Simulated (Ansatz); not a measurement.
# YbNi3 (AuCu3 type): equation of state

The task here is to estimate one member of a computed series from the others.

Program: Ansatz 0.2.0. Level of theory: DFT PBEsol, scalar-relativistic, plane waves, PAW. These are calculated values, not measurements.

## The structure to begin with

It takes space group Pm-3m (No. 221, cubic). Conventional cell: a = 3.762 Å, b = 3.762 Å, c = 3.762 Å, α = 90.00°, β = 90.00°, γ = 90.00°. Around Yb (site symmetry m-3m) lie 12 Ni at 2.66 Å. Ni (site symmetry 4/mmm) is surrounded by 4 Yb at 2.66 Å and 8 Ni at 2.66 Å.

As a file:

```cif
data_structure
_symmetry_space_group_name_H-M 'P 1'
_symmetry_Int_Tables_number 1
_cell_length_a 3.7622
_cell_length_b 3.7622
_cell_length_c 3.7622
_cell_angle_alpha 90.000
_cell_angle_beta 90.000
_cell_angle_gamma 90.000
_cell_volume 53.25
loop_
_atom_site_label
_atom_site_type_symbol
_atom_site_fract_x
_atom_site_fract_y
_atom_site_fract_z
_atom_site_occupancy
Yb1 Yb 0.00000 0.00000 0.00000 1
Ni1 Ni 0.00000 0.50000 0.50000 1
Ni2 Ni 0.50000 0.50000 0.00000 1
Ni3 Ni 0.50000 0.00000 0.50000 1
```

This cell comes from an earlier session at PBEsol: 13.313 Å³/atom at -0.01 GPa, on a 8×8×8 mesh.

Volume factors to run: 0.980, 1.020, 0.960, 1.040.

The first run:

input.yaml

```yaml
crystal:
  lattice:
    - [3.736953416, 0.0, 0.0]
    - [0.0, 3.736953416, 0.0]
    - [0.0, 0.0, 3.736953416]
  atoms:
    - { symbol: Yb, position: [0.0, 0.0, 0.0] }
    - { symbol: Ni, position: [0.0, 0.5, 0.5], spin: 0.33 }
    - { symbol: Ni, position: [0.5, 0.5, 0.0], spin: 0.33 }
    - { symbol: Ni, position: [0.5, 0.0, 0.5], spin: 0.33 }
basis:
  ecutwfc: 420
  ecutrho_ratio: 4
kpoints:
  mp_grid: { grid: [8, 8, 8] }
hamiltonian:
  xc: pbesol
scf:
  occupations: { method: gaussian, width: 0.05 }
output:
  forces: true
  stress: true
  eigenvalues: true
  populations: true
magnetization:
  spin_polarized: true
```

Steps of the session up to this table: At 0.980 of the relaxed volume; At 1.020 of the relaxed volume; At 0.960 of the relaxed volume; At 1.040 of the relaxed volume.

One table of the session follows, with a row left open; its other results are not shown here.

It belongs to the step «The fit». 

| volume (Å³/atom) | energy (meV/atom) | pressure (GPa) | moment of atom 1 (μB) |
| --- | --- | --- | --- |
| 12.780 | 9.69 | 6.13 | 0.48 |
| 13.046 | 2.30 | 2.88 | 0.48 |
| 13.313 | 0.00 | -0.01 | 0.47 |
| 13.579 | ? | ? | ? |
| 13.845 | 8.57 | -4.90 | 0.46 |

Q: Estimate the row for volume (Å³/atom) = 13.579 from the others.

Worked estimate for «energy (meV/atom)». A straight line through the neighbours (13.313, 0.00) and (13.845, 8.57) gives 0.00 + (8.57 − 0.00) × (13.579 − 13.313) / (13.845 − 13.313) = 4.29; a parabola fitted to 3 rows on both sides gives 2.10.

As computed: energy (meV/atom): 2.25; pressure (GPa): -2.60; moment of atom 1 (μB): 0.47. In «energy (meV/atom)» the line misses by +2.04 and the parabola by -0.15.
